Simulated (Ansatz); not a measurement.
# Rh: response to strain

Rh is deformed so: equal xy, yz and zx engineering shear strains of -1 %. What stress and forces result, by LAPW, PAW and all-electron datasets made for the crystal?

Method: DFT LDA, scalar-relativistic, in Ansatz 0.2.0.

### Step 1. Starting point

Symmetry: Fm-3m, No. 225, cubic system. Conventional cell: a = 3.803 Å, b = 3.803 Å, c = 3.803 Å, α = 90.00°, β = 90.00°, γ = 90.00°. Rh (site symmetry m-3m) has 12 Rh at 2.69 Å as nearest neighbours.

As a file:

```cif
data_structure
_symmetry_space_group_name_H-M 'P 1'
_symmetry_Int_Tables_number 1
_cell_length_a 2.6892
_cell_length_b 2.6892
_cell_length_c 2.6892
_cell_angle_alpha 60.000
_cell_angle_beta 60.000
_cell_angle_gamma 60.000
_cell_volume 13.75
loop_
_atom_site_label
_atom_site_type_symbol
_atom_site_fract_x
_atom_site_fract_y
_atom_site_fract_z
_atom_site_occupancy
Rh1 Rh 0.00000 0.00000 0.00000 1
```

### Step 2. After the deformation

Space group Fm-3m before, R-3m after.

### Step 3. Full-potential LAPW

input.yaml reads:

```yaml
crystal:
  lattice:
    - [-0.0190155, 1.89204225, 1.89204225]
    - [1.89204225, -0.0190155, 1.89204225]
    - [1.89204225, 1.89204225, -0.0190155]
  atoms:
    - { symbol: Rh, position: [0.0, 0.0, 0.0] }
kpoints:
  mp_grid: { grid: [16, 16, 16] }
  band_path:
    path:
      - [0.0, 0.0, 0.0]
      - [0.5, 0.5, 0.5]
      - [0.2525443832, 0.5, 0.7474556168]
      - [-0.2525443832, 0.2525443832, 0.5]
      - [0.0, 0.0, 0.5]
      - [0.0, 0.0, 0.0]
      - [-0.3762721916, 0.0, 0.3762721916]
      - [0.0, 0.3762721916, 0.6237278084]
      - [0.0, 0.5, 0.5]
    npoints: 5
scf:
  occupations: { method: fermi_dirac, width: 0.03 }
hamiltonian:
  xc: lda
  pseudopotentials: { kind: all_electron, lapw: { basis_error: 0.00025 } }
output:
  forces: true
  stress: true
  eigenvalues: true
```

Run with:

```console
$ ansatz run input.yaml --threads 1 --pin off --max-ram 3072MiB --backend cpu --events-out ev --progress --plain --runs-dir out
```

### Step 4. PAW with frozen cores

input.yaml reads:

```yaml
crystal:
  lattice:
    - [-0.0190155, 1.89204225, 1.89204225]
    - [1.89204225, -0.0190155, 1.89204225]
    - [1.89204225, 1.89204225, -0.0190155]
  atoms:
    - { symbol: Rh, position: [0.0, 0.0, 0.0] }
kpoints:
  mp_grid: { grid: [16, 16, 16] }
scf:
  occupations: { method: fermi_dirac, width: 0.03 }
hamiltonian:
  xc: lda
  pseudopotentials: { kind: paw }
output:
  forces: true
  stress: true
  eigenvalues: true
  efg: { contact_densities: true }
```

### Step 5. Datasets made for this crystal

Changes to input.yaml since step 4:

```diff
@@ -13,3 +13,3 @@
   xc: lda
-  pseudopotentials: { kind: paw }
+  pseudopotentials: { kind: all_electron, datasets: crystal }
 output:
```

(Steps that only read results are left out.)

What does the calculation give? Wanted: pressure; largest shear or deviatoric stress.

As calculated:

| quantity | value |
| --- | --- |
| pressure | LAPW -11.09, PAW -11.12, crystal datasets -11.10 GPa |
| largest shear or deviatoric stress (LAPW) | 1.95 GPa |

In words: The largest part of the stress beyond the pressure is 1.95 GPa in size. No run of the undeformed cell stands beside it, so the pressure holds what the given cell had before the change. PAW: stress within 0.02 GPa of LAPW. Crystal datasets: stress within 0.01 GPa of LAPW.
